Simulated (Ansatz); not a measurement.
# Ge2Sb2Te: the cost of one run

Computed with Ansatz 0.2.0 (DFT PBE, scalar-relativistic, plane waves, PAW, unless a step's input says otherwise).

1 further run of the same task is left out (it didn't finish).

## Step 1: The structure to begin with

Symmetry: P-3m1, No. 164, trigonal system. Conventional cell: a = 4.112 Å, b = 4.112 Å, c = 7.369 Å, α = 90.00°, β = 90.00°, γ = 120.00°. Ge (site symmetry 3m) has 3 Sb at 2.63 Å and 3 Te at 2.79 Å in its first shell of neighbours. Sb (site symmetry 3m) is surrounded by 3 Ge at 2.63 Å. Te (site symmetry -3m) is surrounded by 6 Ge at 2.79 Å.

As a file:

```cif
data_structure
_symmetry_space_group_name_H-M 'P-3m1'
_symmetry_Int_Tables_number 164
_cell_length_a 4.1123
_cell_length_b 4.1123
_cell_length_c 7.3694
_cell_angle_alpha 90.000
_cell_angle_beta 90.000
_cell_angle_gamma 120.000
_cell_volume 107.93
loop_
_atom_site_label
_atom_site_type_symbol
_atom_site_symmetry_multiplicity
_atom_site_Wyckoff_symbol
_atom_site_fract_x
_atom_site_fract_y
_atom_site_fract_z
_atom_site_occupancy
Ge1 Ge 2 d 0.66667 0.33333 0.80068 1
Sb1 Sb 2 d 0.66667 0.33333 0.35374 1
Te1 Te 1 a 0.00000 0.00000 0.00000 1
```

Recipe of the guess: species swapped into a database cell of Li2MnN2 (P-3m1, No. 164), with Sb on the Li sites, Te on the Mn sites and Ge on the N sites. Lengths come from tabulated atomic sizes and are only a guess.

## Step 2: A first look at the guess

input.yaml

```yaml
crystal:
  lattice:
    - [4.11234563, 0.0, 0.0]
    - [-2.05617282, 3.56139579, 0.0]
    - [0.0, 0.0, 7.36941285]
  atoms:
    - { symbol: Ge, position: [0.66666667, 0.33333333, 0.80068099] }
    - { symbol: Ge, position: [0.33333333, 0.66666667, 0.19931901] }
    - { symbol: Sb, position: [0.66666667, 0.33333333, 0.353737] }
    - { symbol: Sb, position: [0.33333333, 0.66666667, 0.646263] }
    - { symbol: Te, position: [0.0, 0.0, 0.0] }
basis:
  ecutwfc: 420
kpoints:
  mp_grid: { grid: [6, 6, 4] }
hamiltonian:
  xc: pbe
scf:
  occupations: { method: gaussian, width: 0.1 }
  lower_state_search: "off"
output:
  forces: true
  stress: true
  eigenvalues: true
```

On the command line:

```sh
ansatz run input.yaml --threads 1 --pin off --max-ram 2560MiB --backend cpu --events-out ev --progress --plain --runs-dir out
```

**Question.** How long does this run take on 1 thread of AMD EPYC (Zen 3), shared host, and how much memory does it need?

About 11 s, with a peak of 0.45 GiB.
